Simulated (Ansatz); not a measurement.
Write a Python script for Ansatz 0.2.0, Python API that makes a scan of the Hubbard U of InCuO3, space group R3m. Level of theory (first run): PBEsol, PAW, cutoff 470 eV, 6×6×6 k-points, Methfessel-Paxton smearing of 0.1 eV.

```
CELL_PARAMETERS angstrom
1.72367 0.99516 5.70719
-1.72367 0.99516 5.70719
0.00000 -1.99032 5.70719
ATOMIC_POSITIONS crystal
In 0.50217 0.50217 0.50217
Cu 0.99695 0.99695 0.99695
O 0.88809 0.88809 0.88809
O 0.10659 0.10659 0.10659
O 0.65667 0.65667 0.65667
```

The script, `plus_u_incuo3.py`:
```python
"""DFT+U scan for InCuO3."""

import warnings

import ansatz as az
import numpy as np
import pandas as pd

FUNCTIONAL = "pbesol"
CUTOFF = 470
K_LENGTH = 17
SMEARING = "methfessel_paxton"


def count_gap(report):
    # lowest empty less highest filled band, counting bands; zero where they overlap
    return max(report.get("gap_by_band_count_ev") or 0.0, 0.0)


def main() -> None:
    warnings.simplefilter("ignore", az.DeckWarning)

    xtal = (
        az.Lattice.of((1.723667, 0.99516, 5.707187), (-1.723667, 0.99516, 5.707187), (0.0, -1.990319, 5.707187))
        .atom("In", (0.502169, 0.502169, 0.502169))
        .atom("Cu", (0.996947, 0.996947, 0.996947))
        .atom("O", (0.88809, 0.88809, 0.88809))
        .atom("O", (0.106588, 0.106588, 0.106588))
        .atom("O", (0.656672, 0.656672, 0.656672))
    )

    model = (
        xtal.calculation()
        .functional(FUNCTIONAL)
        .basis(CUTOFF)
        .accuracy("low")  # preset for grids and thresholds
        .kpoints(length=K_LENGTH)  # the mesh must be finer for metals
        .occupations(SMEARING)  # smearing steadies the SCF of a metal
        .mixing("msr1", preconditioner="kerker")
        .scf(algorithm="direct_min")
        .band_table()
    )
    rows = []
    for u in [0.0, 1.5, 3.0, 4.5, 6.0]:
        report = model.hubbard("Cu", "d", u_eff=u, projectors="atomic").run(threads=1).report
        shell = report["hubbard"]["n_scf"]
        rows.append((u, count_gap(report), sum(shell) / len(shell), report["n_iterations"]))
    print(pd.DataFrame(rows, columns=["U_eff eV", "gap by band count eV", "Cu d occupation (projector)", "iterations"]).round(4).to_string(index=False))
    print("eigenvalues of the first occupation matrix at the last U, by spin:")
    for channel in report["hubbard"]["n_eig"][0]:
        print("  ", " ".join(f"{n:.3f}" for n in channel))


if __name__ == "__main__":
    main()
```

Running `python plus_u_incuo3.py` prints:
```text
 U_eff eV  gap by band count eV  Cu d occupation (projector)  iterations
      0.0                   0.0                       9.3785          14
      1.5                   0.0                       9.4154          17
      3.0                   0.0                       9.4497          16
      4.5                   0.0                       9.4822          17
      6.0                   0.0                       9.5137          16
eigenvalues of the first occupation matrix at the last U, by spin:
   0.805 0.980 0.980 0.996 0.996
```

No spin polarisation was allowed. U, its shell and the double counting are chosen to explore, and aren't derived for this compound. The mesh is modest for a metal, so energies can be off by several to tens of meV an atom and pressures by half a GPa or more; differences at equal mesh fare better. A gap by band count of zero or less means overlapping bands, a metal. A Hubbard U without spin forces both spins into the same orbitals, which can open a gap or pick a state that a spin-polarised run wouldn't. This cell is a computed structure, which may not be the phase found in nature. Levels are Kohn-Sham eigenvalues on this mesh, without spin-orbit coupling. Shell occupations and the effect of U depend on the projectors; a run with no .spin step is spin-unpolarised, and each U may end in a state that isn't the lowest. The script silences the warnings on its input, which a real study should read. The whole script took 2.6 min on 1 thread of Arm Neoverse V2 (shared host), peak memory 0.53 GiB.

(Lines on the test bed's own set-up are left out of the output.)
